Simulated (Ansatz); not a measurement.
# SbHF2 (SMILES [F][SbH][F]): functionals against CCSD(T) at one geometry

One table from this session's results is given with a row withheld; the runs are named, their logs left out.

Program: Ansatz 0.2.0, Gaussian basis. Level of theory: single points in def2-TZVPP. These are calculated values, not measurements.

Correlated methods freeze the cores. Filled d shells of the heavier atoms are correlated. Core potentials replace the inner electrons past krypton, and spin-orbit coupling is left out.

### The system as given

SMILES `[F][SbH][F]`, 4 atoms, charge 0, spin multiplicity 1.

Atoms are counted from 1 here; the program's logs count them from 0.

Bond lengths: F1–Sb2 1.958 Å, Sb2–F3 1.929 Å, Sb2–H4 1.524 Å. Angles: F1–Sb2–F3 94.7°, F1–Sb2–H4 91.0°, F3–Sb2–H4 90.6°.

Geometry (Å):

```
F     1.19110   -0.68980    0.86880
Sb   -0.58300   -0.45530    0.07390
F    -0.60410    1.46090    0.29630
H     0.02920   -0.30350   -1.31340
```

The first run:

File run/in.yaml:

```yaml
crystal:
  periodic: [false, false, false]
  atoms:
    - {symbol: F, position_ang: [1.191100, -0.689800, 0.868800]}
    - {symbol: Sb, position_ang: [-0.583000, -0.455300, 0.073900]}
    - {symbol: F, position_ang: [-0.604100, 1.460900, 0.296300]}
    - {symbol: H, position_ang: [0.029200, -0.303500, -1.313400]}
basis:
  gaussian: {orbitals: def2-TZVPP}
correlation: {method: ccsd_t}
output: {forces: true}
```

The command line of these runs was not kept.

Among the steps run: CCSD(T)/def2-TZVPP; PBE0-D4/def2-TZVPP; wB97M-V/def2-TZVPP; r2SCAN-D4/def2-TZVPP; PBE-D4/def2-TZVPP; SPW92/def2-TZVPP; HSE06-D4/def2-TZVPP.

One of the session's tables, all rows but one given; the rest of the session is left out.

```
   method  RMS force component (eV/Å)  angle to CCSD(T) forces (°)  dipole (D)
  CCSD(T)                       1.687                    reference        3.75
  PBE0-D4                       1.759                          4.0        3.72
  wB97M-V                       1.695                          3.4        3.78
r2SCAN-D4                           ?                            ?           ?
   PBE-D4                       1.777                         16.8        3.47
    SPW92                       1.787                          5.8        3.53
 HSE06-D4                       1.759                          4.0        3.71
```

Q: Estimate the row for r2SCAN-D4 from the others.

**Answer.** RMS force component (eV/Å): 1.743; angle to CCSD(T) forces (°): 6.4; dipole (D): 3.58. In the column «RMS force component (eV/Å)» it lies between wB97M-V (1.695) and PBE0-D4 (1.759).
